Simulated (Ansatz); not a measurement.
This was printed by a script on the Python package of Ansatz (0.2.0), for a geometry optimisation of CH4AlNO, SMILES [NH2][AlH][CH]=O. What did the script look like? Use: B3LYP, 6-31G* basis, multiplicity 1.

```xyz
8

N    -0.5350    1.3969   -0.8968
Al    0.6151    0.4222    0.1724
C     0.1363   -1.4230    0.6526
O    -0.8021   -1.9100    0.2781
H    -0.7251    0.8925   -1.8072
H    -1.5001    1.4718   -0.4092
H     2.0140    1.0783    0.6804
H     0.8890   -1.9858    1.2738
```

Output of `python opt_ch4alno.py`:
```text
step   1  E = -11234.835883 eV  largest force component 9.3118 eV/A
step   2  E = -11235.450874 eV  largest force component 1.2345 eV/A
step   3  E = -11235.376095 eV  largest force component 2.4522 eV/A
step   4  E = -11235.536120 eV  largest force component 0.5292 eV/A
step   5  E = -11235.563889 eV  largest force component 0.3477 eV/A
step   6  E = -11235.618842 eV  largest force component 0.6898 eV/A
step   7  E = -11235.706079 eV  largest force component 1.2174 eV/A
step   8  E = -11235.851028 eV  largest force component 0.5186 eV/A
step   9  E = -11235.936184 eV  largest force component 1.3927 eV/A
step  10  E = -11236.043424 eV  largest force component 0.6149 eV/A
step  11  E = -11236.054022 eV  largest force component 0.5285 eV/A
step  12  E = -11236.079633 eV  largest force component 0.7141 eV/A
step  13  E = -11236.078150 eV  largest force component 0.6785 eV/A
step  14  E = -11236.095979 eV  largest force component 0.0202 eV/A
step  15  E = -11236.096072 eV  largest force component 0.0220 eV/A
step  16  E = -11236.096141 eV  largest force component 0.0100 eV/A
E = -11236.096379 eV = -412.9189258 Ha
converged: True  doubts: none
pair        before    after (A)
N0-Al1       1.8482   1.7727
N0-H4        1.0580   1.0118
N0-H5        1.0839   1.0138
Al1-C2       1.9659   2.0278
Al1-H6       1.6265   1.5864
C2-O3        1.1216   1.2245
C2-H7        1.1266   1.1221
```

One script that gives this output:

The script, `opt_ch4alno.py`:
```python
import itertools

import ansatz as az
from ase.data import atomic_numbers, covalent_radii
import numpy as np


def main() -> None:
    ch4alno = (
        az.Crystal.molecule()
        .atom("N", [-0.535, 1.3969, -0.8968])
        .atom("Al", [0.6151, 0.4222, 0.1724])
        .atom("C", [0.1363, -1.423, 0.6526])
        .atom("O", [-0.8021, -1.91, 0.2781])
        .atom("H", [-0.7251, 0.8925, -1.8072])
        .atom("H", [-1.5001, 1.4718, -0.4092])
        .atom("H", [2.014, 1.0783, 0.6804])
        .atom("H", [0.889, -1.9858, 1.2738])
    )

    calc = ch4alno.calculation()
    calc = calc.basis(gaussian="6-31G*")
    calc = calc.functional("B3LYP")
    symbols = [site.symbol for site in ch4alno.cartesian_sites]
    start = np.array([site.position_ang for site in ch4alno.cartesian_sites], dtype=float)
    def progress(event):
        if event["event"] == "relax_step":
            row = event["data"]
            print(f"step {row['step']:3d}  E = {row['lagrangian_ev']:.6f} eV  largest force component {row['allowed_force_max_ev_ang']:.4f} eV/A")


    rep = calc.relax(force_tolerance=0.02).session().plan().execute(on_event=progress).report
    end = np.array(rep["positions_ang"])

    print(f"E = {rep['free_energy_ev']:.6f} eV = {rep['free_energy_ev'] / 27.211386246:.7f} Ha")
    print("converged:", rep["converged"], " doubts:", rep["published_state_doubts"] or "none")

    radius = [covalent_radii[atomic_numbers[s]] for s in symbols]
    span = lambda where, i, j: np.linalg.norm(where[i] - where[j])
    bonded = [(i, j) for i, j in itertools.combinations(range(len(symbols)), 2) if min(span(start, i, j), span(end, i, j)) < 1.2 * (radius[i] + radius[j])]
    print("pair        before    after (A)")
    for i, j in bonded:
        print(f"{symbols[i]}{i}-{symbols[j]}{j}".ljust(10), f"{span(start, i, j):8.4f} {span(end, i, j):8.4f}")


if __name__ == "__main__":
    main()
```

Reading the output:
- Total energies depend on the basis set; only differences at equal settings carry meaning.
- The end point is the stationary point reached from this start; no frequency run checks that it is a minimum, and the basis set is modest.
- b3lyp holds the VWN-RPA fit, as in Gaussian; the form of ORCA and Turbomole is b3lyp5.
- Finished in 39 s on 1 thread of AMD EPYC 7B13 (Zen 3) (shared host), peak memory 0.25 GiB.

(Lines on the test bed's own set-up are left out of the output.)
